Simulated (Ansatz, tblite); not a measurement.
**Au(PH3)Cl (AuClH3P): one state, many levels**

How do method and basis change the picture of Au(PH3)Cl (AuClH3P) (singlet)?

Method: as each input shows; program: Ansatz 0.2.0, Gaussian basis.

Plan: GFN1-xTB, GFN2-xTB, PBE-D4/def2-TZVP, r2SCAN-D4/def2-TZVP, B2PLYP/def2-TZVP, LDA/def2-TZVP, B3LYP-D4/def2-TZVP, PBE-QIDH/def2-TZVP, HF/def2-TZVP, r2SCAN0-D4/def2-TZVP, BHLYP-D4/def2-TZVP, PBE-D4/def2-SVP, PBE0-D4/def2-SVP, PBE0-D4/def2-TZVPD, PBE-D4/def2-TZVPD, r2SCAN-D4/def2-TZVPD, CCSD(T)/def2-TZVPP, MP2/def2-TZVP, RPA/def2-TZVP.

## Step 1: The geometry

The singlet was relaxed beforehand with PBE-D4/def2-TZVP.

6 atoms, charge 0, spin multiplicity 1.

Bond lengths: Au1–P2 2.219 Å, Au1–Cl6 2.267 Å, P2–H3 1.420 Å, P2–H4 1.420 Å, P2–H5 1.419 Å. Angles: P2–Au1–Cl6 179.8°, Au1–P2–H3 118.7°, Au1–P2–H4 118.7°, Au1–P2–H5 118.6°, H3–P2–H4 98.9°, H3–P2–H5 98.9°, H4–P2–H5 98.9°.

Formally the metal is d10. Au takes a core potential in the def2 sets. No spin-orbit coupling is included.

PBE0-D4/def2-TZVP was run before; its log isn't repeated, and its numbers join the tables.

## Step 2: GFN1-xTB

Tight binding, by tblite at 300 K electronic temperature and without a spin-polarisation term:

```python
tblite.interface.Calculator('GFN1-xTB', numbers, positions, charge=0, uhf=0).singlepoint()
```

Energy -339.9947 eV, HOMO -11.51 eV, LUMO -7.06 eV; 0.004 s.

## Step 3: GFN2-xTB

Tight binding, by tblite at 300 K electronic temperature and without a spin-polarisation term:

```python
tblite.interface.Calculator('GFN2-xTB', numbers, positions, charge=0, uhf=0).singlepoint()
```

Energy -339.9714 eV, HOMO -10.14 eV, LUMO -7.10 eV; 0.003 s.

## Step 4: PBE-D4/def2-TZVP

start.molden holds the orbitals of an earlier run on this state, given as this run's starting guess.

File in.yaml:

```yaml
crystal:
  periodic: [false, false, false]
  atoms:
    - {symbol: Au, position_ang: [-0.002673, 0.003681, -1.441896]}
    - {symbol: P, position_ang: [0.001687, -0.001071, 0.777335]}
    - {symbol: H, position_ang: [0.811668, -0.949635, 1.454973]}
    - {symbol: H, position_ang: [-1.221482, -0.227923, 1.461042]}
    - {symbol: H, position_ang: [0.420224, 1.172392, 1.457539]}
    - {symbol: Cl, position_ang: [-0.009425, 0.002547, -3.709003]}
basis:
  gaussian: {orbitals: def2-TZVP, initial_orbitals: start.molden}
hamiltonian: {xc: pbe, dispersion: d4}
scf: {omitted_lower_state_checks: [starts]}
output: {forces: true, orbitals: {seedname: orbitals}}
```

Started as:

```
ansatz run in.yaml --threads 4 --pin off --events-out ev --progress --plain --max-ram 3916MiB
```

After this run come: r2SCAN-D4/def2-TZVP; B2PLYP/def2-TZVP; LDA/def2-TZVP; B3LYP-D4/def2-TZVP; PBE-QIDH/def2-TZVP; HF/def2-TZVP; r2SCAN0-D4/def2-TZVP; BHLYP-D4/def2-TZVP; PBE-D4/def2-SVP; PBE0-D4/def2-SVP; PBE0-D4/def2-TZVPD; PBE-D4/def2-TZVPD; r2SCAN-D4/def2-TZVPD; CCSD(T)/def2-TZVPP; MP2/def2-TZVP; RPA/def2-TZVP.

Q: Predict the results of all the runs planned. Wanted: gap in def2-TZVP, named functionals and Hartree-Fock, smallest and largest; correlation energy, CCSD(T)/def2-TZVPP; correlation energy, MP2/def2-TZVP; binding an atom, CCSD(T)/def2-TZVPP; PBE0 total energy, smallest basis above largest.

**Answer**, as computed:

```
                                                                  quantity                           value
gap in def2-TZVP, named functionals and Hartree-Fock, smallest and largest    4.52 eV (LDA), 12.14 eV (HF)
                                    correlation energy, CCSD(T)/def2-TZVPP                       -27.94 eV
                                         correlation energy, MP2/def2-TZVP                       -21.72 eV
                                       binding an atom, CCSD(T)/def2-TZVPP                        2.556 eV
                           PBE0 total energy, smallest basis above largest  8.03 eV (def2-SVP, def2-TZVPD)
```

Orbital gaps of the named functionals and Hartree-Fock in def2-TZVP span 4.52 eV (LDA) to 12.14 eV (HF); exact exchange widens it. The functionals in def2-TZVP miss CCSD(T)/def2-TZVPP by -0.024 (BHLYP-D4) to +0.499 eV (LDA) an atom. CCSD(T)/def2-TZVPP isn't at the basis-set limit; small misses against it rank nothing.
